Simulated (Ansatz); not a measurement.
# Li4CuF7: the cost of one run

Method: DFT PBE, plane waves, PAW, scalar-relativistic, no spin polarisation, in Ansatz 0.2.0.

## Step 1: The system as given

The cell holds 24 atoms (Cu2F14Li8): a = 10.326 Å, b = 10.326 Å, c = 10.326 Å, α = 33.56°, β = 33.56°, γ = 33.56°.

Structure file:

```xyz
24
Lattice="8.4308 4.2154 4.2154 4.2154 8.4308 4.2154 4.2154 4.2154 8.4308" Properties=species:S:1:pos:R:3 pbc="T T T"
Li   11.5743    9.5027    9.5027
Li    9.5027    9.5027   11.5743
Li    3.1435    3.1435    3.1435
Li    9.5027   11.5743    9.5027
Cu    0.0000    0.0000    0.0000
F     4.2154    6.4642    4.2154
F    10.3974    8.4308    8.4308
F     4.2154    4.2154    6.4642
F     2.1077    2.1077    2.1077
F     8.4308   10.3974    8.4308
F     8.4308    8.4308   10.3974
F     6.4642    4.2154    4.2154
Li   11.5743   13.7181   13.7181
Li   13.7181   13.7181   11.5743
Li   11.5743   11.5743   11.5743
Li   13.7181   11.5743   13.7181
Cu    8.4308    8.4308    8.4308
F     8.4308    6.4642    8.4308
F    10.3974   12.6462   12.6462
F     8.4308    8.4308    6.4642
F    10.5385   10.5385   10.5385
F    12.6462   10.3974   12.6462
F    12.6462   12.6462   10.3974
F     6.4642    8.4308    8.4308
```

## Step 2: Run 1

60 steps of 1 fs under a Nosé-Hoover thermostat at 700 K.

Contents of input.yaml:

```yaml
accuracy: low
crystal:
  lattice:
    - [8.430785, 4.215393, 4.215393]
    - [4.215393, 8.430785, 4.215393]
    - [4.215393, 4.215393, 8.430785]
  atoms:
    - { symbol: Li, position: [0.9321542, 0.4407075, 0.4407075] }
    - { symbol: Li, position: [0.4407075, 0.4407075, 0.9321542] }
    - { symbol: Li, position: [0.1864308, 0.1864308, 0.1864308] }
    - { symbol: Li, position: [0.4407075, 0.9321542, 0.4407075] }
    - { symbol: Cu, position: [0.0, 0.0, 0.0] }
    - { symbol: F, position: [0.116631, 0.650107, 0.116631] }
    - { symbol: F, position: [0.849893, 0.383369, 0.383369] }
    - { symbol: F, position: [0.116631, 0.116631, 0.650107] }
    - { symbol: F, position: [0.125, 0.125, 0.125] }
    - { symbol: F, position: [0.383369, 0.849893, 0.383369] }
    - { symbol: F, position: [0.383369, 0.383369, 0.849893] }
    - { symbol: F, position: [0.650107, 0.116631, 0.116631] }
    - { symbol: Li, position: [0.4321542, 0.9407075, 0.9407075] }
    - { symbol: Li, position: [0.9407075, 0.9407075, 0.4321542] }
    - { symbol: Li, position: [0.6864308, 0.6864308, 0.6864308] }
    - { symbol: Li, position: [0.9407075, 0.4321542, 0.9407075] }
    - { symbol: Cu, position: [0.5, 0.5, 0.5] }
    - { symbol: F, position: [0.616631, 0.150107, 0.616631] }
    - { symbol: F, position: [0.349893, 0.883369, 0.883369] }
    - { symbol: F, position: [0.616631, 0.616631, 0.150107] }
    - { symbol: F, position: [0.625, 0.625, 0.625] }
    - { symbol: F, position: [0.883369, 0.349893, 0.883369] }
    - { symbol: F, position: [0.883369, 0.883369, 0.349893] }
    - { symbol: F, position: [0.150107, 0.616631, 0.616631] }
basis:
  ecutwfc: 420.0
kpoints:
  mp_grid: { grid: [2, 2, 2] }
hamiltonian:
  xc: pbe
scf:
  occupations: { method: fermi_dirac, width: 0.05 }
  lower_state_search: "off"
md:
  timestep: 1
  n_steps: 60
  ensemble: nvt_nose_hoover
  temperature: 700.0
  initial_velocities: maxwell_boltzmann
  seed: 613569
  nose_hoover: { tau: 200.0, chain_length: 5 }
```

Started as:

```bash
$ ansatz run input.yaml --threads 2 --pin off --max-ram 5120MiB --backend cpu --events-out ev --progress --plain --runs-dir out
```

What time and memory should one allow on 2 threads of an Arm CPU, shared host?

About 5.9 min, with a peak of 0.88 GiB.
